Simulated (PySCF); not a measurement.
**ClNTi under other conditions**

Aim: change spin, charge, geometry, field or solvent of ClNTi, one at a time, and compare with the base run.

The runs use PySCF 2.14.0; each script names its method and basis.

### 1 Where the work starts

ClNTi: 3 atoms, charge 0, spin multiplicity 1.

Bond lengths: Ti1–N2 1.545 Å, Ti1–Cl3 2.275 Å. Angles: N2–Ti1–Cl3 118.0°.

### 2 The run that the others are compared with

Contents of input.py:

```python
from pyscf import gto, scf, mp

mol = gto.M(
    atom='Ti -0.5117 0 -0.5385; N -1.8363 0 0.2569; Cl 1.4367 0 0.635',
    basis='6-31g',
    charge=0,
    spin=0,
    symmetry=True,
    verbose=3,
)
mf = scf.RHF(mol)
mf.kernel()
mp.MP2(mf, frozen=11).kernel()
mf.dip_moment()
print('orbital energies (hartree):', mf.mo_energy[..., max(0, mol.nelec[1]-3):mol.nelec[0]+3].round(4))
```

Launch:

```sh
$ OMP_NUM_THREADS=1 python input.py
```

Its log is not repeated here.

It gives: E(SCF) = -1362.199607 Eh, E(MP2) − E(SCF) = -0.46474 Eh, μ = 7.28 D (of the SCF density).

### 3 Quintet (UHF)

Run 1 changes spin (2S): 0 → 4; SCF type: RHF → UHF.

Contents of input.py:

```python
from pyscf import gto, scf, mp

mol = gto.M(
    atom='Ti -0.5117 0 -0.5385; N -1.8363 0 0.2569; Cl 1.4367 0 0.635',
    basis='6-31g',
    charge=0,
    spin=4,
    symmetry=True,
    verbose=3,
)
mf = scf.UHF(mol)
mf.kernel()
mp.MP2(mf, frozen=11).kernel()
mf.dip_moment()
print('orbital energies (hartree):', [e[max(0, n-3):n+3].round(4) for e, n in zip(mf.mo_energy, mol.nelec)])
```

Launch:

```sh
$ OMP_NUM_THREADS=1 python input.py
```

### 4 Charge +1 (doublet, UHF)

Run 2 changes charge: 0 → 1; spin (2S): 0 → 1; SCF type: RHF → UHF.

Contents of input.py:

```python
from pyscf import gto, scf, mp

mol = gto.M(
    atom='Ti -0.5117 0 -0.5385; N -1.8363 0 0.2569; Cl 1.4367 0 0.635',
    basis='6-31g',
    charge=1,
    spin=1,
    symmetry=True,
    verbose=3,
)
mf = scf.UHF(mol)
mf.kernel()
mp.MP2(mf, frozen=11).kernel()
mf.dip_moment()
print('orbital energies (hartree):', [e[max(0, n-3):n+3].round(4) for e, n in zip(mf.mo_energy, mol.nelec)])
```

### 5 Electric field 0.01 a.u.

Run 3 changes electric field: none → 0.01 a.u.; point-group symmetry: on → off.

input.py, as its differences from that of step 2:

```diff
@@ -7,3 +7,2 @@
     spin=0,
-    symmetry=True,
     verbose=3,
@@ -11,2 +10,7 @@
 mf = scf.RHF(mol)
+field = 0.01  # electric field along z, atomic units
+h = mf.get_hcore() + field*mol.intor('int1e_r')[2]
+mf.get_hcore = lambda *args: h
+e_nuc = mol.energy_nuc() - field*mol.atom_charges() @ mol.atom_coords()[:, 2]
+mf.energy_nuc = lambda *args: e_nuc
 mf.kernel()
```

**Question.** What will these runs give? Wanted: for each run, E(SCF); from base; gap, α spin; SCF dipole; after the SCF.

The runs gave:

```
                     run  E(SCF) (hartree)  from base (eV)  gap, α spin (eV)  SCF dipole (D)                            after the SCF
                    base      -1362.199607               0              9.58            7.28  MP2 correlation -12.646 eV, core frozen
           quintet (UHF)      -1362.137659         +1.6857              9.34            4.47   MP2 correlation -7.224 eV, core frozen
charge +1 (doublet, UHF)      -1361.879589         +8.7081             10.86             n/a  MP2 correlation -10.617 eV, core frozen
electric field 0.01 a.u.      -1362.172355         +0.7416              8.60            6.65  MP2 correlation -12.711 eV, core frozen
```

**Reading.** Of the runs whose energies can be compared, “quintet (UHF)” moves the SCF energy most (+1.686 eV). The quintet solution found lies 1.69 eV above the base singlet at this geometry and level. At the SCF level, going to the doublet with one electron fewer costs 8.71 eV at fixed geometry, against 10.43 eV for the negative of the highest filled level.
